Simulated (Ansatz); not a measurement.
# TlBi, space group Pm-3m: the orbital character of the bands

With the Python package of Ansatz (0.2.0).

Contents of `POSCAR`:
```text
TlBi
1.0
   3.99170900    0.00000000    0.00000000
   0.00000000    3.99170900    0.00000000
   0.00000000    0.00000000    3.99170900
Tl Bi
1 1
Direct
   0.00000000    0.00000000    0.00000000
   0.50000000    0.50000000    0.50000000
```

The cells in order, each with its output:

**Cell 1**
```python
from pathlib import Path

import ansatz as az
from ase.io import read
import pandas as pd

atoms = read("POSCAR", format="vasp")
crystal = az.Crystal.from_ase(atoms)
```

**Cell 2**
```python
crystal.resolved().sites[-1]
```
Output:
```text
Site(symbol='Bi', position=(0.5, 0.5, 0.5), moment=None, axis=None, held=None, saved=None)
```

**Cell 3**
```python
points = {"G": (0.0, 0.0, 0.0), "X": (0.0, 0.5, 0.0), "M": (0.5, 0.5, 0.0), "R": (0.5, 0.5, 0.5)}
model = (
    crystal.calculation()
    .functional("r2scan", dispersion="D3(BJ)")
    .basis(24 * az.Ha)
    .kpoints(spacing=0.32)
    .occupations(az.OccupationsMethod.FERMI_DIRAC, width=100 * az.meV)
    .scf(tolerance=1e-07)
    .band_structure(list(points.values()), intervals=1)
    .fat_bands()
)
result = model.run()
data = result.report
```
Output:
```text
DeckWarning: the engine holds no damping parameters fitted to this dispersion correction and functional, so the run takes those fitted to r2scan beside the three-body term, which d3bj leaves out (hamiltonian.dispersion, under Limitations)
```

**Cell 4**
```python
data["published_state_doubts"]
```
Output:
```text
[]
```

**Cell 5**
```python
data["mixing_algorithm"], data["preconditioner"], data["eigensolver"]
```
Output:
```text
('MSR1', 'Kerker', 'band_cg')
```

**Cell 6**
```python
data["n_iterations"], data["closed_by"]
```
Output:
```text
(7, 'deck_thresholds')
```

**Cell 7**
```python
file = Path(result.write_results("results")) / "fatbands.tsv"
names = file.read_text().splitlines()[0].lstrip("# ").split("\t")
table = pd.read_csv(file, sep="\t", comment="#", names=names)
near = table[table.e_minus_ef.abs() < 2]
for ik, label in enumerate(points):
    print(label)
    for _, row in near[near.ik == ik].iterrows():
        main = row[names[4:]].astype(float).nlargest(2)
        print(f"   band {int(row.band):3d} {row.e_minus_ef:7.3f} eV  " + ", ".join(f"{k} {v:.2f}" for k, v in main.items()))
```
Output:
```text
G
   band  12  -0.368 eV  bi1_l1_6P 0.73, tl0_l1_6P 0.27
   band  13  -0.368 eV  bi1_l1_6P 0.73, tl0_l1_6P 0.27
   band  14  -0.368 eV  bi1_l1_6P 0.73, tl0_l1_6P 0.27
X
   band  12   1.289 eV  bi1_l1_6P 0.57, tl0_l0_6S 0.42
   band  13   1.506 eV  bi1_l1_6P 0.98, tl0_l2_5D 0.01
   band  14   1.506 eV  bi1_l1_6P 0.98, tl0_l2_5D 0.01
   band  15   1.789 eV  tl0_l1_6P 0.69, bi1_l0_6S 0.27
M
   band  14   1.950 eV  bi1_l1_6P 0.99, tl0_l0_6S 0.00
R
   band  12  -1.527 eV  bi1_l1_6P 0.97, tl0_l2_5D 0.03
   band  13  -1.527 eV  bi1_l1_6P 0.97, tl0_l2_5D 0.03
   band  14  -1.527 eV  bi1_l1_6P 0.97, tl0_l2_5D 0.03
   band  15   0.364 eV  tl0_l1_6P 0.99, bi1_l2_5D 0.00
   band  16   0.364 eV  tl0_l1_6P 0.99, bi1_l2_5D 0.00
   band  17   0.364 eV  tl0_l1_6P 0.99, bi1_l2_5D 0.00
```

The dispersion term runs with damping parameters of another functional. The computed bands are complete only to about 2.6 eV above the Fermi level. Dispersion corrections can be off by several per cent in the lattices of metals, and by several GPa in the pressure at a fixed cell. For a metal this k-point mesh is coarse: on a finer one energies can move by several to tens of meV an atom and pressures by half a GPa or more, differences at one mesh by less. The structure comes from a database of computed cells and needn't be a stable or known phase. Gaps and levels are Kohn-Sham values on a finite set of k-points, without spin-orbit coupling. Warnings are shown shortened and without file and line. Energies are less the Fermi level and bands count from 0. Only the largest channels are printed, equivalent atoms hold more, and in degenerate sets the split between sites is arbitrary; shells that the potentials lack have no channel. Timing: 5.3 s on 1 thread of Arm Neoverse V1, on a shared host, peak memory 0.6 GiB.

(Lines on the test bed's own set-up are left out of the output.)
